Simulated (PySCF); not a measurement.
# The bond of SeI, level by level

Aim: find the lowest electronic state of SeI, scan its bond at several levels of theory, and get bond length, wavenumber and dissociation energy from each curve.

The runs use PySCF 2.14.0; Se cc-pVDZ-PP with ECP10, I cc-pVDZ-PP with ECP28, scalar-relativistic core potentials.

**1. The job**

A driver script around PySCF takes these settings:

| Quantity | Value |
| --- | --- |
| atoms | Se, I |
| charge | 0 |
| basis | Se cc-pVDZ-PP with ECP10, I cc-pVDZ-PP with ECP28 |
| Hamiltonian | scalar-relativistic core potentials |
| basis functions | 46 |
| electrons treated | 49 |
| masses in u | 79.9165, 126.9045 |
| levels | PBE0, PBE, r²SCAN, r²SCANh, LDA, PW91, HF, MP2, SCS-MP2, CCSD, CCSD(T) |
| grid | 80 radial by 434 angular points |
| occupations | held fixed by the projection of orbital angular momentum |
| dissociation limit | Se + I, each in its ground configuration |
| starting distance in angstrom | 2.425 |
| values of 2S to try | 1, 3 |

Further steps of the session: PBE0 along the bond; Higher solutions at PBE0; PBE (GGA); r²SCAN; r²SCANh; LDA; PW91; UHF (mean field); MP2 and coupled cluster.

Q: Predict the outcome of this session. Wanted: for each run, Re; ωe; De; μ.

The runs gave:

Lowest PBE0 solution found, without spin–orbit coupling: ²Π (doublet), unpaired electrons π ↑. State 2 has its PBE0 minimum 1.16 eV higher. The other levels ran on the lowest alone.

```tsv
level	Re (Å)	ωe (cm⁻¹)	De (eV)	μ (D)
UHF	2.502	261.7	0.54	-0.29
UHF-MP2	2.487	276.0	1.64	n/a
UHF-SCS-MP2	2.499	275.0	1.55	n/a
UHF-CCSD	2.510	254.6	1.51	n/a
UHF-CCSD(T)	2.514	251.4	1.62	n/a
LDA	2.457	277.2	3.13	0.78
PBE	2.492	261.9	2.48	0.66
PW91	2.492	261.9	2.51	0.65
r²SCAN	2.477	268.2	2.26	0.52
r²SCANh	2.470	271.4	2.16	0.44
PBE0	2.468	273.1	2.18	0.41
```

De is counted to Se + I in their ground configurations. A positive dipole means Se(−)I(+).

Differences from CCSD(T) in the same basis:

```tsv
level	Re (mÅ)	ωe (%)
UHF	-12	+4.1
UHF-MP2	-27	+9.8
UHF-SCS-MP2	-15	+9.4
UHF-CCSD	-4	+1.3
LDA	-57	+10.3
PBE	-22	+4.2
PW91	-21	+4.2
r²SCAN	-37	+6.7
r²SCANh	-43	+8.0
PBE0	-46	+8.6
```

Judged by CCSD(T) in the same basis: best bond length UHF-CCSD (-4 mÅ), worst LDA (-57 mÅ); best wavenumber UHF-CCSD (+1.3 %), worst LDA (+10.3 %). Hartree–Fock falls on the short and stiff side, its usual fault. CCSD(T) in a basis this small is itself some way from its limit, more so than the functionals. Of the levels with a De here, UHF gives the least (0.54 eV) and LDA the most (3.13 eV).

Correlated steps freeze 8 core orbitals. These are scalar-relativistic numbers at best; spin–orbit coupling would shift them, the dissociation energy most. At some levels the lowest empty orbital lies below the highest filled one (the two can be of opposite spin). With spin–orbit coupling the term label itself may not hold.
